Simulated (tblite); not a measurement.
# C3H16Si4: the cost of one run

Computed with tblite 0.8.0 and PySCF 2.14.0, with density-fitted response routines of our own, on a single molecule, in the gas phase or a continuum. Atoms count from 0, in the outputs and in this text.

### Step 1. The starting structure

23 atoms, charge 0, multiplicity 1; geometry from: force field or distance geometry start.

Bonds of the start (Å): C0–C1 1.54, C1–C2 1.53, C2–Si3 1.89, Si3–Si4 2.29, Si4–Si5 2.27, Si4–Si6 2.28, C0–H7 1.09, C0–H8 1.10, C0–H9 1.08, C1–H10 1.10, C1–H11 1.08, C2–H12 1.10, C2–H13 1.10, Si3–H14 1.48, Si3–H15 1.47, Si4–H16 1.49, Si5–H17 1.48, Si5–H18 1.48, Si5–H19 1.50, Si6–H20 1.49, Si6–H21 1.48, Si6–H22 1.48.

### Step 2. Relaxing the molecule with GFN2-xTB

What the job is given:

```
{"job": {"kind": "relax", "xc": "GFN2-xTB", "basis": "xTB"}, "charge": 0, "multiplicity": 1}
C      3.941200     0.193500     0.361400
C      2.753900     0.056800    -0.604600
C      1.448900    -0.140700     0.165100
Si    -0.077100    -0.317900    -0.928700
Si    -1.928400    -0.637400     0.389000
Si    -2.289400     1.295200     1.532400
Si    -3.704900    -0.883900    -1.022400
H      4.045000    -0.689700     0.994000
H      3.806500     1.061300     1.017100
H      4.859400     0.329200    -0.193200
H      2.939600    -0.804300    -1.259300
H      2.703000     0.941100    -1.229700
H      1.516400    -1.022400     0.812200
H      1.292800     0.718700     0.826900
H      0.100700    -1.485400    -1.817600
H     -0.247300     0.887500    -1.749900
H     -1.753600    -1.805700     1.296000
H     -3.499200     1.174600     2.384100
H     -2.462200     2.439800     0.607200
H     -1.114700     1.586200     2.418200
H     -4.964100    -1.023800    -0.232300
H     -3.538700    -2.097900    -1.858100
H     -3.832400     0.301000    -1.897600
```

Command:

```
> OMP_NUM_THREADS=1 python probes_run.py task.json out
```

One launch serves the whole session: the jobs run in the order shown.

**Question.** How long does this first job take on 1 thread of Arm Neoverse N1, shared host, and how much memory does it need?

About 1 s, with a peak of 0.18 GiB.
